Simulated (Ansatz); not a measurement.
# W (bcc type): how the settings move a single-point run

Aim: see which settings change the result for W (bcc type), by how much, and at what cost.

Method: reference: DFT, PBE, all-electron LAPW, scalar-relativistic, in Ansatz 0.2.0.

### 1 The structure to begin with

The structure is cubic, space group Im-3m (No. 229). Conventional cell: a = 2.345 Å, b = 2.345 Å, c = 2.345 Å, α = 90.00°, β = 90.00°, γ = 90.00°. W (site symmetry m-3m) is surrounded by 8 W at 2.03 Å.

Structure file:

```xyz
1
Lattice="-1.1727 1.1727 1.1727 1.1727 -1.1727 1.1727 1.1727 1.1727 -1.1727" Properties=species:S:1:pos:R:3 pbc="T T T"
W     0.0000    0.0000    0.0000
```

### 2 The reference run

input.yaml

```yaml
crystal:
  lattice:
    - [-1.172698332, 1.172698332, 1.172698332]
    - [1.172698332, -1.172698332, 1.172698332]
    - [1.172698332, 1.172698332, -1.172698332]
  atoms:
    - { symbol: W, position: [0.0, 0.0, 0.0] }
kpoints:
  mp_grid: { grid: [19, 19, 19] }
  band_path:
    path:
      - [0.0, 0.0, 0.0]
      - [0.5, -0.5, 0.5]
      - [0.0, 0.0, 0.5]
      - [0.0, 0.0, 0.0]
      - [0.25, 0.25, 0.25]
      - [0.5, -0.5, 0.5]
      - [0.25, 0.25, 0.25]
      - [0.0, 0.0, 0.5]
    npoints: 8
scf:
  occupations: { method: fermi_dirac, width: 0.05 }
hamiltonian:
  xc: pbe
  pseudopotentials: { kind: all_electron, lapw: { basis_error: 0.001 } }
output:
  forces: true
  stress: true
  eigenvalues: true
  populations: true
  dos: { projected: true, de: 0.2, e_range: [-14, 8] }
```

Run with:

```bash
ansatz run input.yaml --threads 1 --pin off --max-ram 2048MiB --backend cpu --events-out ev --progress --plain --runs-dir out
```

Excerpt of the output:

```text
[...]
Basis set: ecut = 623.3346464429678 eV, 225 PW (Γ), exchange–correlation at level 2
[...]
k-points: 220 of 6859
[...]
SCF iter   1: F=—  HF=-439178.755282 eV  |F-HF|=—  |Δ(HF+E_count)|=         —  Δρ=2.87e-2  dr2=1.15e-2  ethr=2.48e-5  ⟨swp⟩=3.3  Hψ=42687  notcnv=0
preconditioner: auto → none  [metal: Δε(μ)=0.031 eV  Ē_g=42.046 eV  σ=0.050 eV  W_gap=0.15  n_scr=0 (ndim 8)  ℏωp=74.7 eV  f_vac=0.000  D(μ)=0.37/eV (n_scr^D=0)]
SCF iter   2: F=—  HF=-439178.520685 eV  |F-HF|=—  |Δ(HF+E_count)|=   2.35e-1  Δρ=1.23e-2  dr2=3.01e-3  ethr=2.48e-5  ⟨swp⟩=3.0  Hψ=20313  notcnv=0
[...]
SCF iter   5: F=—  HF=-439178.474896 eV  |F-HF|=—  |Δ(HF+E_count)|=   1.18e-5  Δρ=6.45e-5  dr2=5.30e-8  ethr=5.72e-8  ⟨swp⟩=2.0  Hψ=18071  notcnv=0
SCF iter   6: F=-439178.474895 eV  HF=-439178.474895 eV  |F-HF|=2.39e-9  |Δ(HF+E_count)|=   6.44e-8  Δρ=9.84e-6  dr2=1.59e-9  ethr=1.15e-10  ⟨swp⟩=3.0  Hψ=18721  notcnv=0
[...]
SCF converged after 6 iterations
Free energy (F): -439178.474895 eV
[...]
E sigma→0 (E₀):  -439178.473363 eV
[...]
Fermi energy:    74.531974 eV
[...]
  P = ⅓ Tr σ = 1687.6517 GPa (16876.517 kbar)
[...]
```

It took 29 s on 1 thread of Intel Xeon Platinum 8488C (Sapphire Rapids), shared host; peak memory 0.57 GiB.

### 3 Variant: occupations.method gaussian, occupations.width 0.15, preconditioner kerker_dos

Changes to input.yaml since step 2:

```diff
@@ -21,3 +21,4 @@
 scf:
-  occupations: { method: fermi_dirac, width: 0.05 }
+  occupations: { method: gaussian, width: 0.15 }
+  mixing: { preconditioner: kerker_dos }
 hamiltonian:
@@ -30,2 +31 @@
   populations: true
-  dos: { projected: true, de: 0.2, e_range: [-14, 8] }
```

Run with:

```bash
ansatz run input.yaml --threads 1 --pin off --max-ram 2048MiB --backend cpu --events-out ev --progress --plain --runs-dir out
```

Log, cut to the lines that bear on the results:

```text
W: projections on atomic orbitals take those of the free atom 1s2 2s2 2p6 3s2 3p6 3d10 4s2 4p6 4d10 4f14 5s2 5p6 5d4 6s2, of charge +0.00 (hamiltonian.pseudopotentials.projection_atoms)
LAPW: plane waves up to 12.791 Å⁻¹, error target 1.0e-3 eV per atom; small_component_spin mean_spin; W in spheres of 1.016 Å, 46 of its electrons in bands, Dirac shells []
[...]
Pseudopotentials: kind: all_electron
Pseudopotential: W, LAPW, valence charge 46, Koelling and Harmon's equation, gaussian nucleus
Functional definition: PBE
[...]
Crystal: 1 atoms, lattice volume = 6.451 Å³
Basis set: ecut = 623.3346464429678 eV, 225 PW (Γ), exchange–correlation at level 2
Bands: 28, of which v1, the nominal top of the filled ones, is band 23 counted from 1 (22 counted from 0)
Symmetry: 48 space group operations
Space group: Im-3m (ITA 229), of the structure as read, at distance tolerance 1.9e-5 Å
k-points: 220 of 6859
[...]
SCF iter   1: F=—  HF=-439178.755834 eV  |F-HF|=—  |Δ(HF+E_count)|=         —  Δρ=2.87e-2  dr2=1.15e-2  ethr=2.48e-5  ⟨swp⟩=3.3  Hψ=42687  notcnv=0
[...]
the basis was enlarged: its passes take 82.1 KiB over the memory plan, 1 of 1 planned eigensolver slots
[...]
SCF iter   7: F=-439178.475414 eV  HF=-439178.475414 eV  |F-HF|=3.49e-10  |Δ(HF+E_count)|=   5.82e-8  Δρ=5.22e-6  dr2=7.05e-10  ethr=3.10e-11  ⟨swp⟩=2.9  Hψ=18314  notcnv=0
[...]
NSCF: frozen V_eff on 57 k-points
SCF converged after 7 iterations
Free energy (F): -439178.475414 eV
[...]
E sigma→0 (E₀):  -439178.473273 eV
Entropy (-TS):   -0.004282 eV (-4.282 meV/atom)
Fermi energy:    74.528110 eV
[...]
--- Forces (eV/Å), atoms counted from 1 ---
  atom   1  W      0.00000000     0.00000000    -0.00000000
[...]
--- Stress (GPa, compression-positive) ---
     1687.580378      -0.000000      -0.000000
       -0.000000    1687.580378       0.000000
       -0.000000       0.000000    1687.580378
  P = ⅓ Tr σ = 1687.5804 GPa (16875.804 kbar)
--- Band table (eV; the first three rows and the last of 220) ---
[...]
--- Löwdin populations: 1 site ---
  site symbol       q [e]
     0      W     73.9198
  spilling = 0.001083 (of n_electrons = 74.000000)
```

Run time: 31 s. Hardware: 1 thread of Intel Xeon Platinum 8488C (Sapphire Rapids), shared host; peak memory 0.56 GiB.

Changing the smearing and mixing hardly moves the energy: +0.1 meV/atom.

### 4 Side by side

| run | ending | energy change | pressure (GPa) | gap (eV) | force (eV/Å) | cycles | time |
| --- | --- | --- | --- | --- | --- | --- | --- |
| reference | converged | 0 | 1687.7 | 0.00 | 0.00 | 6 | 29 s |
| 1: occupations.method gaussian, occupations.width 0.15, preconditioner kerker_dos | converged | +0.1 meV/atom (σ→0) | 1687.6 | 0.00 | 0.00 | 7 | 31 s |

Times don't compare one to one where runs were asked for different outputs or read a saved state (see the inputs); cycles may leave out searches for a lower state.

Residual by cycle in the longest SCF loop of each run; runs are numbered as in the table. The quantity is the density residual dr2, in eV.

| cycle | reference | run 1 |
| --- | --- | --- |
| 1 | 0.0115 | 0.0115 |
| 2 | 0.00301 | 0.00375 |
| 3 | 0.00102 | 0.00192 |
| 4 | 2.6e-5 | 2.2e-4 |
| 5 | 5.3e-8 | 3.6e-6 |
| 6 | 1.6e-9 | 1.4e-8 |
| 7 | - | 7.1e-10 |

Changing the smearing and mixing leaves the energy as it was (+0.1 meV/atom). The structure is not at rest: the sound run finds 1688 GPa, so these are no properties of the relaxed crystal. 
